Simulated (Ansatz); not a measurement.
**TaO+ (quintet): the correlation ladder, def2-QZVPP**

One table from this session's results is given with a row withheld; the runs are named, their logs left out.

Program: Ansatz 0.2.0, Gaussian basis. Level of theory: def2-QZVPP, core rule «outside noble gas», up to 5 orbitals frozen. These are calculated values, not measurements.

To be run: UHF; ROHF; CCSD(T) on UHF.

## What is computed

The geometry is a PBE0/def2-TZVP stationary point (not a proven minimum) of the parent state, kept for this charge and spin. No spin-orbit coupling is included. Elements past krypton take def2 core potentials.

2 atoms, charge 1, spin multiplicity 5.

Atoms are counted from 1 here; the program's logs count them from 0.

Bond lengths: Ta1–O2 1.699 Å.

As a file:

```xyz
2

Ta    0.0000    0.0000    0.0000
O     0.0000    0.0000    1.6986
```

Set-up of the first run:

The input, in.yaml:

```yaml
crystal:
  periodic: [false, false, false]
  atoms:
    - {symbol: Ta, position_ang: [0.000000, 0.000000, 0.000000]}
    - {symbol: O, position_ang: [0.000000, 0.000000, 1.698600]}
basis:
  gaussian: {orbitals: "def2-QZVPP.json"}
total_charge: 1
magnetization: {spin_polarized: true, initial_magnetization: 4}
hamiltonian: {xc: hf}
output: {orbitals: {seedname: orbitals}}
```

Run with:

```bash
$ ansatz run in.yaml --threads 1 --pin off --events-out ev --progress --plain --max-ram 4096MiB --backend cpu
```

Among the steps run: UHF; ROHF; CCSD(T) on UHF.

One table of the session follows, with a row left open; its other results are not shown here.

It belongs to the step «Misses and costs». 

```
  method  from UCCSD(T) (kcal/mol)
    ROHF                   +187.37
     UHF                         ?
    UMP2                    +14.78
   UCCSD                     +7.54
UCCSD(T)                         0
```

**Question.** Estimate the row for UHF.

The run gave: from UCCSD(T) (kcal/mol): +182.31. In the column «from UCCSD(T) (kcal/mol)» it lies between UMP2 (+14.78) and ROHF (+187.37).
